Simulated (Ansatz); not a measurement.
BiTe under changes of volume

One of the cells (33.855 Å³/atom); the others are scaled copies at fixed shape and fractional positions:

```
Bi Te
1.0
     0.00000    3.23500    3.23500
     3.23500    0.00000    3.23500
     3.23500    3.23500    0.00000
Bi Te
1 1
Direct
  0.00000 0.00000 0.00000
  0.50000 0.50000 0.50000
```

| Quantity | Value |
| --- | --- |
| Program | Ansatz 0.2.0 |
| Functional | PBE exchange only |
| Potentials or basis | all-electron LAPW, relativistic spinors |
| Cutoff | 177 eV (chosen from the basis error) |
| Basis error allowed | 0.001 eV/atom |
| k mesh | 5 × 5 × 5 |
| Occupations | fermi-dirac, width 0.05 eV |
| Spin | spin-orbit coupling, no magnetisation |

```csv
volume (Å³/atom),energy over the lowest point (meV/atom),pressure (GPa)
31.824,293.08,16.0
32.501,228.86,14.3
33.178,?,?
33.855,120.57,11.3
34.532,75.31,10.0
35.209,35.28,8.8
35.886,0.00,7.8
```

What does the run at 33.178 Å³/atom give?

Energy over the lowest point 171.56 meV/atom; pressure 12.7 GPa.

Worked out: A Birch-Murnaghan fit of order 3 (a polynomial in V^(-2/3)) to the other rows has no minimum within the range. It gives 171.57 meV/atom at 33.178 Å³/atom, against the run's 171.56, and -dE/dV = 12.8 GPa, against 12.7.

Energies are extrapolated to zero smearing.

Caveats: the k mesh is thin for a metal, which can move the energy by tens of meV per atom.
